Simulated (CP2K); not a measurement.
Runs of CP2K 2026.2 on KPt. It takes space group P-6m2 (No. 187, hexagonal). Conventional cell: a = 3.001 Å, b = 3.001 Å, c = 5.346 Å, α = 90.00°, β = 90.00°, γ = 120.00°. Pt (site symmetry -6m2) is surrounded by 6 Pt at 3.00 Å and 6 K at 3.19 Å. K (site symmetry -6m2) is surrounded by 6 K at 3.00 Å and 6 Pt at 3.19 Å. The cell comes from a database or a generator and needn't be the stable form of this composition.

```csv
task,level,potentials or basis,smearing,CUTOFF of the grids,cutoff radius of the dispersion sum (A),gap on the mesh (eV),pressure (GPa)
single point,LDA,"GTH_POTENTIALS Pt GTH-PADE-q18, K GTH-PADE-q9; TZVP-MOLOPT-PBE-GTH basis",gaussian 0.05 eV,450 Ry,-,none,-15.5
single point,RPBE,"POTENTIAL_UZH Pt GTH-PBE-q18, K GTH-PBE-q9; TZVP-MOLOPT-PBE-GTH basis",gaussian 0.02 eV,450 Ry,-,none,3.1
single point,r2SCAN+D4,"POTENTIAL_UZH Pt GTH-SCAN-q18, K GTH-SCAN-q9; TZVP-MOLOPT-SCAN-GTH basis",gaussian 0.05 eV,675 Ry,20,none,(a)
single point,PBEsol,"POTENTIAL_UZH Pt GTH-PBE-q18, K GTH-PBE-q9; TZVP-MOLOPT-PBE-GTH basis",gaussian 0.02 eV,450 Ry,-,none,-4.1
```

Alike in all rows: no spin polarisation; cell as given; k mesh 10 × 10 × 5.

Estimate the missing entries.

(a) -2.6.

Caveats: the basis of atomic orbitals isn't converged, which shifts pressures, moduli and gaps; the potentials were made for another functional, which shifts forces and pressure (some runs); so large a pressure means that the cell lies far from this level's equilibrium, or that cutoff or potentials fall short (some runs); pairwise dispersion overbinds metals, which lowers pressure and volume (some runs).

A k mesh can miss the band edges, and the runs leave out spin-orbit coupling on Pt.

A gap of «none» marks a metal or a gap under the smearing width.
